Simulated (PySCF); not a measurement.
# C3H12GeSi (Ge(SiH3)Me3): the cost of one run

Programs: PySCF 2.14.0, with density-fitted response routines of our own. Each step states its level of theory. These are calculated values for one molecule in the gas phase, unless marked as measured. Atoms count from 0, in the outputs and in this text.

**1. The molecule as given**

17 atoms, charge 0, multiplicity 1; geometry from: GFN2-xTB. The atoms were then displaced at random by about 0.03 Å, so the start is not that level's minimum.

Bonds of the start (Å): Ge0–Si1 2.34, Ge0–C5 1.94, Ge0–C9 2.08, Ge0–C13 1.98, Si1–H2 1.44, Si1–H3 1.50, Si1–H4 1.45, C5–H6 1.08, C5–H7 1.11, C5–H8 1.11, C9–H10 1.09, C9–H11 1.10, C9–H12 1.15, C13–H14 1.05, C13–H15 1.08, C13–H16 1.12.

**2. Geometry optimisation at PBE0-D3(BJ)/def2-SVP**

What the job is given:

```
{"job": {"xc": "PBE0", "basis": "def2-SVP", "d3": "d3bj", "grid": 1, "maxiter": 40, "shake": 0.03, "kind": "geom"}, "charge": 0, "multiplicity": 1}
Ge     0.061340    -0.076030    -0.028500
Si    -0.014410    -0.030780     2.311950
H      0.714430     1.095450     2.835130
H      0.691490    -1.245170     2.830520
H     -1.364660     0.063560     2.823650
C      1.833540     0.028510    -0.798940
H      1.849760     0.003780    -1.877430
H      2.452180    -0.842040    -0.481530
H      2.385500     0.913890    -0.414740
C     -0.939200     1.592090    -0.750980
H     -0.937180     1.581030    -1.840770
H     -0.441290     2.521530    -0.426270
H     -2.055540     1.657140    -0.495710
C     -0.966870    -1.586930    -0.782750
H     -1.963940    -1.678370    -0.472470
H     -0.425300    -2.471380    -0.474840
H     -0.908410    -1.526860    -1.896060
```

Launch:

```console
OMP_NUM_THREADS=1 python probes_run.py task.json out
```

One launch serves the whole session: the jobs run in the order shown.

Q: Estimate the wall time and peak memory of this first job on 1 thread of AMD EPYC 9R45, shared host.

About 44 s, with a peak of 0.61 GiB.
